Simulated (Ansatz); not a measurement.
# ClFH2Si + NH3: a complex and its separated parts

The complex below is one end of an elementary step. How strongly is it bound against its free parts?

Method: PBE0-D4/def2-TZVP structures, single points in def2-TZVPP, no counterpoise correction; program: Ansatz 0.2.0, Gaussian basis.

Levels: SPW92, PBE-D4, BLYP-D4, r2SCAN-D4, B97M-V, PBE0-D4, B3LYP-D4, r2SCAN0-D4, BHLYP-D4, CAM-B3LYP-D4, wB97X-V, wB97M-V, B2PLYP, PBE-QIDH, RPA on PBE, Hartree-Fock, MP2, CCSD, CCSD(T).

Correlated methods freeze the cores. B3LYP uses VWN-RPA correlation. B2PLYP carries no dispersion term here.

94 further runs of the same task are left out: 94 set aside as unsound or not needed.

## (1) The starting structure

The complex: 9 atoms, charge 0, spin multiplicity 1.

Atoms are counted from 1 here; the program's logs count them from 0.

Bond lengths: Si1–H3 1.475 Å, Si1–H4 1.475 Å, Si1–Cl5 2.098 Å, Si1–F7 1.605 Å, N2–H6 1.014 Å, N2–H8 1.014 Å, N2–H9 1.014 Å. Angles: H3–Si1–H4 120.2°, H3–Si1–Cl5 100.0°, H3–Si1–F7 115.6°, H4–Si1–Cl5 100.0°, H4–Si1–F7 115.6°, Cl5–Si1–F7 99.6°, H6–N2–H8 107.5°, H6–N2–H9 108.1°, H8–N2–H9 108.1°.

Coordinates:

```xyz
9
charge 0, multiplicity 1
Si   -0.9850    0.0837   -0.1802
N     1.2811   -0.1752    0.2238
H    -0.5525   -0.4269   -1.4944
H    -1.0396   -0.8192    0.9846
Cl   -3.0360    0.3353   -0.5433
H     1.5034    0.1430    1.1605
F    -0.5803    1.6037    0.1398
H     1.8149    0.3911   -0.4261
H     1.5939   -1.1355    0.1351
```

Its parts: ClFH2Si holds atoms 1, 3, 4, 5, 7; NH3 holds atoms 2, 6, 8, 9. Each part counts its atoms afresh in its own runs.

## (2) Relaxing ClFH2Si alone

relax-a/in.yaml reads:

```yaml
crystal:
  periodic: [false, false, false]
  atoms:
    - {symbol: Si, position_ang: [-0.984979, 0.083706, -0.180197]}
    - {symbol: H, position_ang: [-0.552470, -0.426907, -1.494429]}
    - {symbol: H, position_ang: [-1.039565, -0.819175, 0.984637]}
    - {symbol: Cl, position_ang: [-3.035988, 0.335268, -0.543281]}
    - {symbol: F, position_ang: [-0.580253, 1.603721, 0.139832]}
basis:
  gaussian: {orbitals: def2-TZVP}
hamiltonian: {xc: pbe0, dispersion: d4}
relax: {f_tol: 0.005, max_steps: 200}
```

Launch:

```sh
ansatz run in.yaml --threads 4 --pin off --events-out ev --progress --plain --max-ram 9574MiB
```

The runs that follow: Relaxing NH3 alone; SPW92/def2-TZVPP; PBE-D4/def2-TZVPP; BLYP-D4/def2-TZVPP; r2SCAN-D4/def2-TZVPP; B97M-V/def2-TZVPP; PBE0-D4/def2-TZVPP; B3LYP-D4/def2-TZVPP; r2SCAN0-D4/def2-TZVPP; BHLYP-D4/def2-TZVPP; CAM-B3LYP-D4/def2-TZVPP; wB97X-V/def2-TZVPP; wB97M-V/def2-TZVPP; B2PLYP/def2-TZVPP; PBE-QIDH/def2-TZVPP; RPA on PBE/def2-TZVPP; CCSD(T)/def2-TZVPP; Vibrations of ClFH2Si; Vibrations of NH3.

Q: Predict the outcome of this session. Wanted: complex less parts, CCSD(T)/def2-TZVPP; with zero-point energy; largest T1 diagnostic.

**Answer**, as computed:

```
                              quantity         value
complex less parts, CCSD(T)/def2-TZVPP  -25.0 kJ/mol
                with zero-point energy  -14.4 kJ/mol
                 largest T1 diagnostic         0.010
```

What this shows: At CCSD(T) the complex lies 25.0 kJ/mol below its parts. B3LYP-D4 is the best functional here (0.0 kJ/mol from CCSD(T)); SPW92 is the worst (-30.8 kJ/mol). Mean unsigned error by rung: LDA 30.8, GGA 4.8, meta-GGA 4.8, hybrid 4.2, range-separated hybrid 4.1, double hybrid 4.8 kJ/mol. PBE-D4 gives a relative energy 8.3 kJ/mol too low, outside chemical accuracy (1 kcal/mol, 4.2 kJ/mol). No counterpoise was applied, and triple zeta lacks some correlation, so the CCSD(T) reference has a basis error of its own, and close matches with it are partly luck.
